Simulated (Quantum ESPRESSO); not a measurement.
BiTe: phonons with LDA

Crystal: BiTe.

```
Bi Te
1.0
     2.42271    1.39875    3.31729
    -2.42271    1.39875    3.31729
     0.00000   -2.79750    3.31729
Bi Te
1 1
Direct
  0.50000 0.50000 0.50000
  0.00000 0.00000 0.00000
```

The cell comes from a database or a generator and needn't be the stable form of this composition.

```
Program                     : Quantum ESPRESSO 7.5
Task                        : phonons
Functional                  : LDA
Potentials or basis         : PseudoDojo 0.4.1 SR LDA standard
Cutoff                      : 1088 eV
Density cutoff              : 4354 eV
k mesh                      : 6 × 6 × 6
Occupations                 : cold, width 0.2 eV
Spin                        : no spin polarisation
Target pressure             : 20 GPa
Form of the LDA correlation : PW92
Mixing beta                 : 0.5
Most SCF iterations         : 120
SCF threshold               : 4e-10 Ry
```

```
Relaxed volume                         : 23.27 Å³/atom
Relaxed cell                           : a = 3.597 Å, b = 3.597 Å, c = 3.597 Å, α = 90.01°, β = 90.01°, γ = 90.01°
Space group after relaxing (to 0.05 Å) : Pm-3m (No. 221)
Pressure after relaxing                : 20.0 GPa
Band gap on the k mesh                 : none (metal or under the smearing width)
Highest phonon frequency at Γ          : 87 cm⁻¹
```

The path:
| step | energy change (eV) | largest force (eV/Å) | pressure (GPa) | volume (Å³) |
| --- | --- | --- | --- | --- |
| 1 | 0.0000 | 0.0000 | -3.62 | 67.45 |
| 2 | -0.0249 | 0.0000 | 3.42 | 59.65 |
| 3 | 0.7171 | 0.0000 | 23.64 | 49.68 |
| 4 | 0.5193 | 0.0000 | 19.42 | 51.04 |
| 5 | 0.4720 | 0.0000 | 18.44 | 51.20 |
| 6 | 0.4521 | 0.0000 | 17.98 | 51.16 |
| 7 | 0.4438 | 0.0000 | 17.59 | 50.93 |
| 8 | 0.4522 | 0.0000 | 17.43 | 50.45 |
| 9 | 0.5192 | 0.0000 | 18.06 | 49.50 |
| 10 | 0.6334 | 0.0000 | 19.33 | 48.12 |
| 11 | 0.7002 | 0.0000 | 20.79 | 47.04 |
| 12 | 0.8315 | 0.0000 | 24.27 | 45.60 |
| 13 | 0.8924 | 0.0000 | 25.89 | 44.99 |
| 14 | 0.8304 | 0.0000 | 24.42 | 45.37 |
| 15 | 0.7538 | 0.0000 | 22.61 | 45.86 |
| 16 | 0.6856 | 0.0000 | 21.01 | 46.31 |
| 17 | 0.6554 | 0.0000 | 20.16 | 46.51 |
| 18 | 0.6512 | 0.0000 | 20.02 | 46.54 |
| 19 | 0.6504 | 0.0000 | 20.00 | 46.54 |
| 20 | 0.6504 | 0.0000 | 19.99 | 46.54 |
| 21 | 0.6506 | 0.0000 | 20.00 | 46.54 |

Final structure:
```
Bi Te
1.0
     2.54369    1.46860    2.07643
    -2.54369    1.46860    2.07643
     0.00000   -2.93720    2.07643
Bi Te
1 1
Direct
  0.50000 0.50000 0.50000
  0.00000 0.00000 0.00000
```

Levels at points of the mesh, in eV from the Fermi level:
| k point | band 13 | band 14 | band 15 | band 16 | band 17 | band 18 |
| --- | --- | --- | --- | --- | --- | --- |
| (0.00, 0.00, 0.00) | -3.33 | -3.32 | -3.32 | 2.61 | 2.61 | 5.77 |
| (0.00, 0.00, -0.50) | -1.46 | -0.76 | -0.71 | -0.71 | 0.71 | 0.71 |
| (0.00, -0.50, -0.50) | -7.38 | -7.38 | -0.05 | 2.26 | 3.33 | 3.33 |
| (-0.50, -0.50, -0.50) | -4.31 | -4.31 | -4.31 | -3.72 | -3.72 | -3.71 |

Phonon frequencies in cm⁻¹ (negative: imaginary):
| q point | frequencies |
| --- | --- |
| (0.000, 0.000, 0.000) | 1 2 2 87 87 87 |

It took 5.2 min on 4 MPI ranks on Intel(R) Xeon(R) Platinum 8488C (Sapphire Rapids) (shared host), peak memory 0.4 GiB a rank.

Caveat: the mesh is thin for the phonons of a metal; the volume moved by over 15 % at a fixed basis, so the end points are rough; the cell is more than 3 GPa from zero pressure, which shifts response properties; the cell relaxed to another space group than the one typed; spin-orbit coupling is left out, which moves the levels of the heavy elements.
